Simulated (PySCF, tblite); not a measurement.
# C5H9B2N: dynamics, then NMR shifts on frames, part 1 of 2

Aim: move C5H9B2N (`BCBn1cccc1`) away from its starting geometry and see how NMR shifts follow the geometry.

The runs use tblite 0.8.0 and PySCF 2.14.0, with density-fitted response routines of our own; the level of theory stands in each step. All values are computed, except where a source is named. Atoms are numbered from 0 throughout.

**1. The molecule as given**

17 atoms, charge 0, multiplicity 1; geometry from: GFN2-xTB.

Bonds of the start (Å): B0–C1 1.56, C1–B2 1.58, B2–N3 1.42, N3–C4 1.38, C4–C5 1.36, C5–C6 1.42, C6–C7 1.36, C7–N3 1.38, B0–H8 1.17, B0–H9 1.17, C1–H10 1.09, C1–H11 1.09, B2–H12 1.17, C4–H13 1.07, C5–H14 1.07, C6–H15 1.07, C7–H16 1.07.

**2. Dynamics with GFN2-xTB**

The job: settings as JSON, then the geometry in Å.

```
{"job": {"kind": "md", "xc": "GFN2-xTB", "basis": "xTB", "temperature": 200, "steps": 2000, "every": 50, "frames": 5}, "charge": 0, "multiplicity": 1}
B      2.574111     0.724489     0.472090
C      2.022801    -0.682258     0.065218
B      0.792066    -0.414187    -0.896426
N     -0.509910    -0.173668    -0.389111
C     -0.910318    -0.087180     0.929459
C     -2.240020     0.174209     0.987434
C     -2.708427     0.253766    -0.354363
C     -1.638100     0.040537    -1.158875
H      3.353846     1.270595    -0.208258
H      2.190206     1.255313     1.442429
H      2.769939    -1.258575    -0.478202
H      1.702029    -1.254695     0.934241
H      0.924434    -0.393883    -2.061064
H     -0.204394    -0.207815     1.726094
H     -2.833198     0.298588     1.872271
H     -3.716937     0.446610    -0.663803
H     -1.575128     0.020183    -2.229043
```

Level: GFN2-xTB Langevin dynamics, gas phase.

Command:

```
$ OMP_NUM_THREADS=1 python probes_run.py task.json out
```

The driver reads the jobs from task.json and runs them one after another.

Output:

```text
t/fs     T/K      E/eV
    0.0   172.7   -562.97283
   25.0   138.1   -562.75995
   50.0   138.3   -562.72521
   75.0   142.9   -562.76542
  100.0   188.9   -562.77573
  125.0   202.4   -562.61577
  150.0   225.6   -562.67384
  175.0   196.6   -562.60978
  200.0   176.4   -562.66936
  225.0   174.8   -562.57334
  250.0   202.6   -562.61901
  275.0   146.3   -562.62472
  300.0   125.0   -562.67763
  325.0   136.5   -562.61879
  350.0   131.7   -562.62367
  375.0   144.6   -562.68568
  400.0   188.2   -562.63909
  425.0   202.2   -562.68294
  450.0   149.5   -562.59049
  475.0   223.7   -562.73057
  500.0   175.1   -562.64012
  525.0   168.5   -562.54146
  550.0   229.9   -562.67989
  575.0   159.5   -562.65297
  600.0   162.3   -562.59877
  625.0   185.8   -562.64174
  650.0   133.8   -562.66051
  675.0   120.4   -562.63431
  700.0   136.3   -562.63913
  725.0   163.2   -562.65037
  750.0   192.1   -562.61501
  775.0   168.8   -562.59335
  800.0   198.4   -562.66569
  825.0   190.9   -562.53095
  850.0   176.3   -562.57468
  875.0   215.9   -562.53468
  900.0   264.9   -562.54706
  925.0   237.7   -562.66990
  950.0   192.5   -562.65473
  975.0   133.1   -562.55512
 1000.0   215.2   -562.65974
```

It took 11 s on 1 thread of Arm Neoverse V1, shared host; peak memory 0.18 GiB.

Distance from the start (root mean square after alignment): 0 fs 0.00 Å, 200 fs 0.32 Å, 400 fs 0.29 Å, 600 fs 0.22 Å, 800 fs 0.18 Å, 1000 fs 0.26 Å.

Positions (Å) and forces (eV/Å) at 1000 fs:

```xyz
17

B     1.486    2.103    1.215   -0.793   -0.139    0.233
C     1.043    0.649    1.604   -0.390    0.131   -0.022
B     0.174   -0.113    0.490    1.148    0.071    0.331
N    -1.195    0.017    0.325   -1.339    0.481    0.224
C    -2.005    1.016    0.893   -0.936   -2.102   -0.985
C    -3.300    0.734    0.549   -0.457    0.752    0.745
C    -3.316   -0.459   -0.227    0.469    0.293   -0.820
C    -2.012   -0.860   -0.392   -0.646    0.737    0.165
H     2.234    2.258    0.353    0.321    0.095   -0.272
H     0.982    3.016    1.751    0.128    0.085   -0.024
H     1.948    0.090    1.687    0.771   -0.568   -0.037
H     0.589    0.597    2.599   -0.312    0.165   -0.272
H     0.657   -0.871   -0.241    0.431   -0.284   -0.144
H    -1.624    1.725    1.559    0.477    0.692    0.367
H    -4.183    1.336    0.872    0.911   -0.723   -0.469
H    -4.172   -0.827   -0.779    0.221   -0.129    0.445
H    -1.633   -1.674   -1.006   -0.004    0.445    0.536
```

**3. Shielding tensors: 250 fs, PBE0/pcSseg-1**

The job: settings as JSON, then the geometry in Å.

```
{"job": {"kind": "nmr", "xc": "PBE0", "basis": "pcSseg-1", "pop": false}, "charge": 0, "multiplicity": 1}
B      2.682300     0.691400     0.217300
C      1.719400    -0.484200     0.515400
B      0.522700    -0.553600    -0.594700
N     -0.794900    -0.226000    -0.230000
C     -1.270100     0.294400     0.943100
C     -2.644000     0.473100     0.839100
C     -3.044200    -0.001000    -0.436600
C     -1.915700    -0.365000    -1.084100
H      3.575100     0.599500    -0.515400
H      2.375500     1.776500     0.576500
H      2.332400    -1.388200     0.398200
H      1.322500    -0.508600     1.530300
H      0.697800    -1.266600    -1.560400
H     -0.636200     0.635000     1.740500
H     -3.242100     0.907400     1.589100
H     -4.045000     0.051200    -0.752800
H     -1.733600    -0.773300    -2.040900
```

Method: GIAO PBE0/pcSseg-1 NMR shielding, non-relativistic, gas phase.

Output:

```text
coarse grid: 14248 points
cycle   1  E = -299.8790154883  dE =  1.148e+00  |g| = 4.298e-01  |ddm| = 3.679e+00
cycle   2  E = -299.8601738477  dE =  1.884e-02  |g| = 5.161e-01  |ddm| = 8.340e-01
cycle   3  E = -299.9271953837  dE = -6.702e-02  |g| = 1.137e-01  |ddm| = 4.980e-01
cycle   4  E = -299.9301991820  dE = -3.004e-03  |g| = 4.273e-02  |ddm| = 1.338e-01
cycle   5  E = -299.9306437675  dE = -4.446e-04  |g| = 7.194e-03  |ddm| = 3.865e-02
cycle   6  E = -299.9306543733  dE = -1.061e-05  |g| = 3.097e-03  |ddm| = 8.267e-03
cycle   7  E = -299.9306565041  dE = -2.131e-06  |g| = 7.666e-04  |ddm| = 2.762e-03
final grid: 137800 points
cycle   8  E = -299.9736603043  dE = -4.899e-05  |g| = 8.194e-03  |ddm| = 4.186e-02
cycle   9  E = -299.9736560677  dE =  4.237e-06  |g| = 9.434e-03  |ddm| = 1.544e-02
cycle  10  E = -299.9736780169  dE = -2.195e-05  |g| = 1.069e-03  |ddm| = 7.929e-03
cycle  11  E = -299.9736782523  dE = -2.354e-07  |g| = 3.743e-04  |ddm| = 1.009e-03
cycle  12  E = -299.9736782821  dE = -2.983e-08  |g| = 1.013e-04  |ddm| = 3.497e-04
cycle  13  E = -299.9736782846  dE = -2.487e-09  |g| = 4.168e-05  |ddm| = 1.328e-04
cycle  14  E = -299.9736782850  dE = -4.359e-10  |g| = 1.147e-05  |ddm| = 4.225e-05
converged SCF energy = -299.9736782850

GIAO shielding tensors (ppm)
atom      isotropic    diamagn.    paramagn.     s11        s22        s33       span
  0 B       12.369     193.560    -181.191    -66.758    -29.475    133.341    200.100
  1 C      139.793     255.045    -115.252     62.488    155.583    201.310    138.822
  2 B       51.993     194.573    -142.580      1.254     47.034    107.692    106.438
  3 N       31.795     323.425    -291.630    -84.430    -13.223    193.038    277.468
  4 C       52.879     251.420    -198.541    -44.996     65.086    138.548    183.544
  5 C       57.058     259.018    -201.960    -40.230     57.117    154.287    194.517
  6 C       67.761     257.464    -189.703    -19.796     54.677    168.402    188.198
  7 C       50.888     247.488    -196.600    -23.876     59.279    117.261    141.137
  8 H       23.441      29.924      -6.483     15.768     26.603     27.951     12.183
  9 H       23.847      29.978      -6.132     16.212     26.554     28.775     12.563
 10 H       28.252      30.330      -2.078     25.667     27.458     31.630      5.963
 11 H       28.623      33.564      -4.941     24.530     28.718     32.622      8.092
 12 H       25.177      30.733      -5.555     22.760     24.285     28.487      5.727
 13 H       23.726      32.955      -9.230     20.528     23.295     27.354      6.826
 14 H       24.965      32.800      -7.836     23.205     24.579     27.111      3.906
 15 H       25.203      31.551      -6.348     23.332     25.892     26.385      3.054
 16 H       25.157      30.765      -5.608     21.937     26.310     27.224      5.286
```

Run time: 21 s. Hardware: 1 thread of Arm Neoverse V1, shared host; peak memory 0.82 GiB.

Shifts follow as δ = σ(reference) − σ, with reference shieldings (ppm) from runs at the same level and on the same kind of geometry: 1H TMS 31.72, 13C TMS 186.9, 15N NH3 267.7, 11B BF3·OEt2 100.1. The references are single molecules in the gas phase, so shifts against H2O, NH3, PH3, H3PO4 or CFCl3 are not on the usual liquid scales and can be off by tens of ppm. Each atom is listed at this fixed geometry, with no averaging over motion; a spectrum would average atoms that exchange fast.

```
atoms                                         environment  σ (ppm)  δ (ppm)
   C7                 aromatic CH next to a ring nitrogen     50.9    136.0
   C4                 aromatic CH next to a ring nitrogen     52.9    134.0
   C5                                         aromatic CH     57.1    129.9
   C6                                         aromatic CH     67.8    119.2
   C1                               sp3 CH2 bonded to 2 B    139.8     47.1
   H8                     hydrogen on a boron bonded to C    23.44     8.28
  H13  hydrogen on an aromatic CH next to a ring nitrogen    23.73     7.99
   H9                     hydrogen on a boron bonded to C    23.85     7.87
  H14                          hydrogen on an aromatic CH    24.96     6.75
  H16  hydrogen on an aromatic CH next to a ring nitrogen    25.16     6.56
  H12                  hydrogen on a boron bonded to C, N    25.18     6.54
  H15                          hydrogen on an aromatic CH    25.20     6.51
  H10                hydrogen on an sp3 CH2 bonded to 2 B    28.25     3.47
  H11                hydrogen on an sp3 CH2 bonded to 2 B    28.62     3.09
   B0                              boron bonded to C, 2 H     12.4     87.7
   B2                             boron bonded to C, N, H     52.0     48.1
   N3                          pyrrole-type ring nitrogen     31.8    235.9
```

Ring of atoms N3, C4, C5, C6, C7: NICS(0) -9.2, NICS(1) -9.4, NICS(1)zz -24.5 ppm (means of both faces).

**4. Shielding tensors: 425 fs, PBE0/pcSseg-1**

The job: settings as JSON, then the geometry in Å.

```
{"job": {"kind": "nmr", "xc": "PBE0", "basis": "pcSseg-1", "pop": false}, "charge": 0, "multiplicity": 1}
B      2.221500     1.184800     0.222600
C      1.661000    -0.180600     0.776800
B      0.520500    -0.702300    -0.214800
N     -0.809500    -0.236300    -0.036200
C     -1.366400     0.416400     1.039000
C     -2.686800     0.676700     0.815600
C     -3.036600     0.015600    -0.402100
C     -1.866500    -0.509800    -0.901500
H      2.566000     1.172400    -0.863200
H      2.474100     2.109300     0.914800
H      2.447700    -0.904300     0.576500
H      1.405200    -0.166200     1.814900
H      0.801500    -1.294600    -1.186100
H     -0.841400     0.704200     1.932000
H     -3.397700     1.063200     1.518600
H     -4.007000    -0.028800    -0.866700
H     -1.696100    -1.012400    -1.783200
```

Method: GIAO PBE0/pcSseg-1 NMR shielding, non-relativistic, gas phase.

Output:

```text
coarse grid: 14248 points
cycle   1  E = -299.8820242632  dE =  1.169e+00  |g| = 4.321e-01  |ddm| = 3.677e+00
cycle   2  E = -299.8674856260  dE =  1.454e-02  |g| = 5.031e-01  |ddm| = 8.379e-01
cycle   3  E = -299.9305856272  dE = -6.310e-02  |g| = 1.098e-01  |ddm| = 4.831e-01
cycle   4  E = -299.9333277407  dE = -2.742e-03  |g| = 4.298e-02  |ddm| = 1.323e-01
cycle   5  E = -299.9337835883  dE = -4.558e-04  |g| = 6.755e-03  |ddm| = 3.957e-02
cycle   6  E = -299.9337937002  dE = -1.011e-05  |g| = 2.261e-03  |ddm| = 7.331e-03
cycle   7  E = -299.9337948018  dE = -1.102e-06  |g| = 6.221e-04  |ddm| = 1.980e-03
final grid: 137800 points
cycle   8  E = -299.9769072486  dE = -4.620e-05  |g| = 8.207e-03  |ddm| = 3.497e-02
cycle   9  E = -299.9769038854  dE =  3.363e-06  |g| = 9.271e-03  |ddm| = 1.597e-02
cycle  10  E = -299.9769251362  dE = -2.125e-05  |g| = 1.052e-03  |ddm| = 8.090e-03
cycle  11  E = -299.9769253519  dE = -2.157e-07  |g| = 4.039e-04  |ddm| = 9.758e-04
cycle  12  E = -299.9769253869  dE = -3.499e-08  |g| = 1.016e-04  |ddm| = 3.714e-04
cycle  13  E = -299.9769253895  dE = -2.620e-09  |g| = 3.535e-05  |ddm| = 1.305e-04
cycle  14  E = -299.9769253898  dE = -3.133e-10  |g| = 9.318e-06  |ddm| = 3.361e-05
converged SCF energy = -299.9769253898

GIAO shielding tensors (ppm)
atom      isotropic    diamagn.    paramagn.     s11        s22        s33       span
  0 B       16.420     190.759    -174.340    -63.686    -28.141    141.085    204.771
  1 C      147.114     257.077    -109.963     84.160    162.436    194.746    110.586
  2 B       52.026     196.063    -144.037     -1.736     50.974    106.840    108.576
  3 N       37.620     323.246    -285.626    -82.006     -2.514    197.379    279.385
  4 C       56.536     250.588    -194.051    -38.265     70.739    137.135    175.400
  5 C       61.492     257.351    -195.859    -31.830     57.431    158.874    190.704
  6 C       60.700     259.780    -199.080    -33.253     56.229    159.124    192.377
  7 C       49.361     247.766    -198.405    -39.387     61.971    125.500    164.887
  8 H       24.213      30.280      -6.068     15.361     27.747     29.529     14.168
  9 H       23.500      29.113      -5.613     16.390     26.031     28.080     11.690
 10 H       29.414      30.320      -0.906     24.952     28.853     34.436      9.484
 11 H       28.973      33.408      -4.435     26.210     28.843     31.865      5.656
 12 H       25.256      32.400      -7.143     23.671     23.917     28.181      4.511
 13 H       24.343      32.534      -8.191     20.429     24.272     28.328      7.899
 14 H       24.895      31.423      -6.527     22.806     25.309     26.570      3.764
 15 H       24.750      31.024      -6.274     22.882     25.182     26.186      3.304
 16 H       25.324      32.313      -6.989     22.668     25.465     27.839      5.171
```

Run time: 21 s. Hardware: 1 thread of Arm Neoverse V1, shared host; peak memory 0.84 GiB.

Key values: δ C7 137.6, C4 130.4, C6 126.2, C5 125.4, H9 8.22, H8 7.50 ppm.

(Continued in part 2 of 2.)
